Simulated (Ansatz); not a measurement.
# CoH+ (sextet): wave-function methods side by side, def2-QZVPP

An exercise on one series of results from a longer session: the logs are not shown, and one member is left open.

Computed with Ansatz 0.2.0, Gaussian basis. Level: def2-QZVPP, core rule «outside noble gas», up to 9 orbitals frozen.

To be run: UHF; ROHF; CCSD(T) on UHF.

## The system

The geometry is a PBE0/def2-TZVP stationary point (not a proven minimum) of the parent state, kept for this charge and spin.

2 atoms, charge 1, spin multiplicity 6.

Atoms are counted from 1 here; the program's logs count them from 0.

Bond lengths: Co1–H2 1.520 Å.

The first run:

Contents of in.yaml:

```yaml
crystal:
  periodic: [false, false, false]
  atoms:
    - {symbol: Co, position_ang: [0.000000, 0.000000, 0.000000]}
    - {symbol: H, position_ang: [0.000000, 0.000000, 1.519600]}
basis:
  gaussian: {orbitals: "def2-QZVPP.json"}
total_charge: 1
magnetization: {spin_polarized: true, initial_magnetization: 5}
hamiltonian: {xc: hf}
output: {orbitals: {seedname: orbitals}}
```

Run with:

```
ansatz run in.yaml --threads 1 --pin off --events-out ev --progress --plain --max-ram 2816MiB --backend cpu
```

Among the steps run: UHF; ROHF; CCSD(T) on UHF.

One table of the session follows, with a row left open; its other results are not shown here.

| method | from UCCSD(T) (meV) |
| --- | --- |
| ROHF | +6685.9 |
| UHF | ? |
| UMP2 | +226.3 |
| UCCSD | +193.0 |
| UCCSD(T) | 0 |

Estimate the missing values for UHF.

As computed: from UCCSD(T) (meV): +6449.5. In the column «from UCCSD(T) (meV)» it lies between UMP2 (+226.3) and ROHF (+6685.9).
